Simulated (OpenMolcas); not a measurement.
# One shape, several levels: doublet [BGeH5]−

Wanted: a comparison of 5 runs (UHF/3-21G, UB3LYP/6-31G*, UB3LYP/aug-cc-pVDZ, UBLYP/aug-cc-pVDZ, USVWN5/aug-cc-pVDZ) of doublet [BGeH5]−. 

The results are computed with OpenMolcas 26.06.

### 1 The structure to begin with

[BGeH5]−: 7 atoms, total charge -1, spin state doublet. As SMILES of the parent species, `[BH2][GeH3]`. The coordinates come from a PBE0-D4/def2-TZVP relaxation. That shape belongs to the parent species and isn't relaxed for this state.

Bond lengths: B1–Ge2 2.057 Å, B1–H3 1.195 Å, B1–H4 1.194 Å, Ge2–H5 1.542 Å, Ge2–H6 1.542 Å, Ge2–H7 1.538 Å. Angles: B1–Ge2–H5 109.6°, B1–Ge2–H6 109.7°, B1–Ge2–H7 114.9°, Ge2–B1–H3 119.1°, Ge2–B1–H4 122.6°, H5–Ge2–H6 106.6°, H5–Ge2–H7 107.9°, H6–Ge2–H7 107.9°, H3–B1–H4 118.3°.

### 2 The energy at UHF/3-21G (run 1)

Input file job.input:

```
&GATEWAY
 BasLib=$CurrDir
 Coord
 7
 bohr
 B      0.01417295    -2.30508793     0.50663557
 Ge     0.09240761     1.48551371    -0.34657577
 H     -1.97362996    -3.37240524     0.59110633
 H      1.88537975    -3.49467052     0.92332018
 H     -1.13591437     1.92695373    -2.95213015
 H     -1.51140295     2.95968906     1.58869275
 H      2.74482720     2.67150582    -0.39740940
 Basis=3-21G
 Group=NoSym

&SEWARD

&SCF
 UHF
 Charge=-1
 Spin=2
 Thresholds=1e-10 1e-07 1e-07 1e-05
 PrOrbitals=1
```

The basis set 3-21G is read from a file made from the Basis Set Exchange's data (not shown).

The run is started by

```console
$ export MOLCAS_MEM=1860
$ pymolcas job.input > job.log
```

The program printed:

```text
--- Start Module: gateway ---
[...]
--- Stop Module: gateway /rc=_RC_ALL_IS_WELL_ ---
--- Start Module: seward ---
[...]
      Basis functions           41
--- Stop Module: seward /rc=_RC_ALL_IS_WELL_ ---
--- Start Module: scf ---
[...]
       Convergence after  19 Iterations
[...]
::    Total SCF energy                              -2092.7025806172
[...]
      Total spin, S                                     0.5069100288
[...]
      Total electronic charge=   43.000000
      Total            charge=   -1.000000
[...]
      Dipole Moment (debye):
      Origin of the operator (angstrom)=    0.0412    0.5007   -0.1193
                   X=  2.7179E-01               Y=  5.1080E+00               Z= -1.1347E+00           Total=  5.2395E+00
      Center of Charge (angstrom)
[...]
--- Stop Module: scf /rc=_RC_ALL_IS_WELL_ ---
[...]
```

Wall time 2.3 s (1 thread of Arm Neoverse V1, shared host); peak memory 0.37 GiB.

### 3 The energy at UB3LYP/6-31G(d) (spherical functions) (run 2)

Input file job.input:

```
&GATEWAY
BasLib=$CurrDir
Coord
7
angstrom
B        0.007500      -1.219800       0.268100
Ge       0.048900       0.786100      -0.183400
H       -1.044400      -1.784600       0.312800
H        0.997700      -1.849300       0.488600
H       -0.601100       1.019700      -1.562200
H       -0.799800       1.566200       0.840700
H        1.452500       1.413700      -0.210300
Basis=6-31Gs
Group=NoSym
&SEWARD
GridInput
Grid=UltraFine
End of Grid
&SCF
UHF
Charge=-1
Spin=2
KSDFT=B3LYP
Thresholds=1e-10 1e-07 1e-07 1e-05
PrOrbitals=1 1
```

The basis set 6-31G* is read from a file made from the Basis Set Exchange's data (not shown).

The run is started by

```console
$ export MOLCAS_MEM=1860
$ pymolcas job.input > job.log
```

The program printed:

```text
--- Start Module: gateway ---
[...]
--- Stop Module: gateway /rc=_RC_ALL_IS_WELL_ ---
--- Start Module: seward ---
[...]
      Basis functions           56
--- Stop Module: seward /rc=_RC_ALL_IS_WELL_ ---
[...]
--- Start Module: scf ---
[...]
       Convergence after  17 Iterations
[...]
::    Total KS-DFT energy                           -2104.5730788999
[...]
      Total spin, S                                     0.5018899848
[...]
      Total electronic charge=   43.000000
      Total            charge=   -1.000000
[...]
      Dipole Moment (debye):
      Origin of the operator (angstrom)=    0.0412    0.5007   -0.1193
                   X=  1.7224E-01               Y=  4.2654E+00               Z= -9.5277E-01           Total=  4.3739E+00
      Center of Charge (angstrom)
[...]
--- Stop Module: scf /rc=_RC_ALL_IS_WELL_ ---
[...]
```

Run time: 23 s. Hardware: 1 thread of Arm Neoverse V1, shared host; peak memory 0.39 GiB.

Runs 3 to 4 aren't shown in full; the table further down has their settings and results.

### 4 The energy at USVWN5/aug-cc-pVDZ (run 5)

Input file job.input:

```
&GATEWAY
  BASLIB
  $CurrDir
  BASISSET
  B.aug-cc-pVDZ....
  B1 0.007500 -1.219800 0.268100 angstrom
  End of Basis
  BASISSET
  Ge.aug-cc-pVDZ....
  Ge2 0.048900 0.786100 -0.183400 angstrom
  End of Basis
  BASISSET
  H.aug-cc-pVDZ....
  H3 -1.044400 -1.784600 0.312800 angstrom
  H4 0.997700 -1.849300 0.488600 angstrom
  H5 -0.601100 1.019700 -1.562200 angstrom
  H6 -0.799800 1.566200 0.840700 angstrom
  H7 1.452500 1.413700 -0.210300 angstrom
  End of Basis

&SEWARD
  GRIDINPUT
  Grid=UltraFine
  End of Grid

&SCF
  UHF
  CHARGE
  -1
  SPIN
  2
  KSDFT
  SVWN5
  THRESHOLDS
  1e-10 1e-07 1e-07 1e-05
  PRORBITALS
  1 1
```

The basis set aug-cc-pVDZ is read from a file made from the Basis Set Exchange's data (not shown).

The run is started by

```console
$ export MOLCAS_MEM=1860
$ pymolcas job.input > job.log
```

The program printed:

```text
--- Start Module: gateway ---
[...]
--- Stop Module: gateway /rc=_RC_ALL_IS_WELL_ ---
--- Start Module: seward ---
[...]
      Basis functions          104
--- Stop Module: seward /rc=_RC_ALL_IS_WELL_ ---
[...]
--- Start Module: scf ---
[...]
       Convergence after  20 Iterations
[...]
::    Total KS-DFT energy                           -2101.3037304143
[...]
      Total spin, S                                     0.5009369264
[...]
      Total electronic charge=   43.000000
      Total            charge=   -1.000000
[...]
      Dipole Moment (debye):
      Origin of the operator (angstrom)=    0.0412    0.5007   -0.1193
                   X=  2.9202E-02               Y=  5.1996E+00               Z= -1.1798E+00           Total=  5.3319E+00
      Center of Charge (angstrom)
[...]
--- Stop Module: scf /rc=_RC_ALL_IS_WELL_ ---
[...]
```

Wall time 52 s (1 thread of Arm Neoverse V1, shared host); peak memory 0.59 GiB.

### 5 All runs side by side

| run | level | integration grid | energy (Eh) | HOMO energy (eV) | LUMO energy (eV) | ⟨S²⟩ | wall time |
| --- | --- | --- | --- | --- | --- | --- | --- |
| 1 | UHF/3-21G | – | -2092.702581 | -0.51 | 9.22 | 0.764 | 2.3 s |
| 2 | UB3LYP/6-31G* (spherical functions) | UltraFine | -2104.573079 | 2.36 | 5.31 | 0.754 | 23 s |
| 3 | UB3LYP/aug-cc-pVDZ | UltraFine | -2104.852636 | 1.34 | 2.95 | 0.753 | 75 s |
| 4 | UBLYP/aug-cc-pVDZ | UltraFine | -2104.815384 | 2.02 | 2.76 | 0.752 | 78 s |
| 5 | USVWN5/aug-cc-pVDZ | UltraFine | -2101.303730 | 1.81 | 2.63 | 0.752 | 52 s |

### 6 Summary of results

| quantity | value |
| --- | --- |
| run 5: total energy | -2101.30373 Eh |
| run 5: HOMO energy (highest over α and β) | 1.81 eV |
| run 5: LUMO energy (lowest over α and β) | 2.63 eV |
| run 5: ⟨S²⟩ | 0.752 |

Totals of different functionals can't be ranked against each other. In runs 2, 3, 4, 5 the HOMO lies above zero, so the outermost electron may be held by the basis alone. All runs together took 3.8 min, the longest 78 s.
